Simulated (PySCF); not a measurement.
# [Pb(CH3)]+: forces at shaken geometries

How stiff is [Pb(CH3)]+? Its atoms are displaced at random by several amounts. It is a constructed species; whether it can be made isn't addressed.

The runs use PySCF 2.14.0; B3LYP, Pb def2-SVP with ECP60, C def2-SVP, H def2-SVP; scalar-relativistic core potentials, no spin–orbit coupling.

1 further run of the same task is left out (for a known fault of the program).

## 1. The system as given

5 atoms, charge 1, spin multiplicity 1.

Bond lengths: Pb1–C2 2.260 Å, C2–H3 1.104 Å, C2–H4 1.104 Å, C2–H5 1.104 Å. Angles: Pb1–C2–H3 109.9°, Pb1–C2–H4 109.9°, Pb1–C2–H5 109.9°, H3–C2–H4 109.0°, H3–C2–H5 109.0°, H4–C2–H5 109.0°.

As a file:

```xyz
5
CH3Pb
Pb    0.0000    0.0000   -0.0458
C     0.0000    0.0000    2.2142
H    -1.0384    0.0000    2.5903
H     0.5192   -0.8993    2.5903
H     0.5192    0.8993    2.5903
```

Formal oxidation states: Pb +2. An earlier session relaxed this geometry at B3LYP, Pb def2-SVP with ECP60, C def2-SVP, H def2-SVP (singlet, point group C3v).

Its energy there is -232.546829 Eh.

## 2. Atoms moved at random, σ = 0.1 Å

Contents of run.py (the lines that set the calculation):

```python
mol = gto.M(atom='''
Pb     0.18594    -0.15933     0.03323
C     -0.02397     0.03806     2.39854
H     -1.27478    -0.03401     2.47980
H      0.48208    -0.80277     2.59380
H      0.63077     0.95808     2.43389''',
    basis={'Pb': 'def2-SVP', 'C': 'def2-SVP', 'H': 'def2-SVP'},
    ecp={'Pb': 'def2-SVP'},
    charge=1, spin=0)
mf = dft.RKS(mol, xc='B3LYP')
mf.grids.atom_grid = (50, 194)
mf = mf.density_fit()  # fitting sets: Pb def2-universal-JKFIT, C def2-universal-JKFIT, H def2-universal-JKFIT
mf.conv_tol = 1e-08; mf.max_cycle = 55
mf.kernel(dm0)  # dm0: the density of the relaxed state
```

Run with:

```console
$ OMP_NUM_THREADS=2 python run.py
```

## 3. Atoms moved at random, σ = 0.15 Å

Contents of run.py (the lines that set the calculation):

```python
mol = gto.M(atom='''
Pb     0.07685     0.02276    -0.19873
C      0.06924     0.23356     2.48521
H     -0.82394    -0.08812     2.53582
H      0.31457    -1.01753     2.62066
H      0.36333     0.84935     2.49630''',
    basis={'Pb': 'def2-SVP', 'C': 'def2-SVP', 'H': 'def2-SVP'},
    ecp={'Pb': 'def2-SVP'},
    charge=1, spin=0)
mf = dft.RKS(mol, xc='B3LYP')
mf.grids.atom_grid = (50, 194)
mf = mf.density_fit()  # fitting sets: Pb def2-universal-JKFIT, C def2-universal-JKFIT, H def2-universal-JKFIT
mf.conv_tol = 1e-08; mf.max_cycle = 55
mf.kernel(dm0)  # dm0: the density of the relaxed state
```

## 4. Atoms moved at random, σ = 0.03 Å

Contents of run.py (the lines that set the calculation):

```python
mol = gto.M(atom='''
Pb    -0.00192     0.04164    -0.03938
C      0.05510     0.00794     2.20290
H     -1.04833    -0.00892     2.59014
H      0.51688    -0.89531     2.60102
H      0.47830     0.85467     2.58457''',
    basis={'Pb': 'def2-SVP', 'C': 'def2-SVP', 'H': 'def2-SVP'},
    ecp={'Pb': 'def2-SVP'},
    charge=1, spin=0)
mf = dft.RKS(mol, xc='B3LYP')
mf.grids.atom_grid = (50, 194)
mf = mf.density_fit()  # fitting sets: Pb def2-universal-JKFIT, C def2-universal-JKFIT, H def2-universal-JKFIT
mf.conv_tol = 1e-08; mf.max_cycle = 55
mf.kernel(dm0)  # dm0: the density of the relaxed state
```

**Question.** What will these runs give? Wanted: for each run, σ; energy rise; harmonic estimate −½ F·u; largest force component.

The runs gave:

| σ (Å) | energy rise (eV) | harmonic estimate −½ F·u (eV) | largest force component (eV/Å) |
| --- | --- | --- | --- |
| 0.1 | 1.031 | 1.016 | 4.23 |
| 0.15 | 9.839 | 11.975 | 52.58 |
| 0.03 | 0.207 | 0.210 | 3.47 |

Every displacement raises the energy. For a harmonic well the rise equals −½ F·u; the two differ by at most 22 % here (a move with σ = 0.15 Å), from anharmonicity, the grid and the small forces left at the relaxed point. The bases are small and lack diffuse functions. Spin–orbit coupling is left out.
